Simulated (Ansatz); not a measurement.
# H₅O₃ScSi: how energies converge with the basis set

How large a basis does H₅O₃ScSi need? Two functionals are run in growing sets.

Program: Ansatz 0.2.0, Gaussian basis. Level of theory: one geometry, several basis sets. These are calculated values, not measurements.

Plan: PBE0-D4/def2-SVP; ωB97M-V/def2-SVP; PBE0-D4/def2-QZVPP; ωB97M-V/def2-QZVPP; the functionals' def2-TZVPP values are taken from earlier runs.

## (1) Structure used throughout

All runs share one geometry, relaxed beforehand with PBE0-D4 in a triple-zeta def2 set.

SMILES `[OH][Sc]([OH])[O][SiH3]`, 10 atoms, charge 0, spin multiplicity 1.

Atoms are counted from 1 here; the program's logs count them from 0.

Bond lengths: O1–Sc2 1.863 Å, O1–H6 0.952 Å, Sc2–O3 1.863 Å, Sc2–O4 1.903 Å, O3–H7 0.952 Å, O4–Si5 1.623 Å, Si5–H8 1.490 Å, Si5–H9 1.490 Å, Si5–H10 1.490 Å. Angles: Sc2–O1–H6 177.0°, O1–Sc2–O3 122.0°, O1–Sc2–O4 119.0°, O3–Sc2–O4 119.0°, Sc2–O3–H7 176.5°, Sc2–O4–Si5 179.7°, O4–Si5–H8 110.7°, O4–Si5–H9 110.9°, O4–Si5–H10 111.1°, H8–Si5–H9 108.1°, H8–Si5–H10 108.0°, H9–Si5–H10 108.0°.

## (2) PBE0-D4 in def2-SVP

The input, in.yaml:

```yaml
crystal:
  periodic: [false, false, false]
  atoms:
    - {symbol: O, position_ang: [-2.364699, -1.368798, -0.169116]}
    - {symbol: Sc, position_ang: [-0.525695, -1.183848, 0.065884]}
    - {symbol: O, position_ang: [0.578336, -2.647271, 0.399700]}
    - {symbol: O, position_ang: [0.247938, 0.551518, -0.037189]}
    - {symbol: Si, position_ang: [0.905051, 2.033857, -0.117284]}
    - {symbol: H, position_ang: [-3.298993, -1.511862, -0.281633]}
    - {symbol: H, position_ang: [1.095928, -3.428465, 0.566660]}
    - {symbol: H, position_ang: [1.292588, 2.511614, 1.240263]}
    - {symbol: H, position_ang: [2.125662, 2.027702, -0.972406]}
    - {symbol: H, position_ang: [-0.056106, 3.015562, -0.694869]}
basis:
  gaussian: {orbitals: def2-SVP}
hamiltonian: {xc: pbe0, dispersion: d4}
output: {orbitals: {seedname: orbitals}}
```

Further steps of the session: ωB97M-V in def2-SVP; PBE0-D4 in def2-QZVPP; ωB97M-V in def2-QZVPP.

Before running them: what should the planned runs give, taken together? Wanted: PBE0-D4: double and triple zeta above quadruple; ωB97M-V: double and triple zeta above quadruple.

The runs gave:

| quantity | value |
| --- | --- |
| PBE0-D4: double and triple zeta above quadruple | 14.40, 1.04 eV |
| ωB97M-V: double and triple zeta above quadruple | 14.51, 0.96 eV |

What this shows: PBE0-D4 gains 13.37 eV from double to triple zeta, then 1.04 eV more. Total energies overstate the basis error of differences, where much of it tends to cancel.
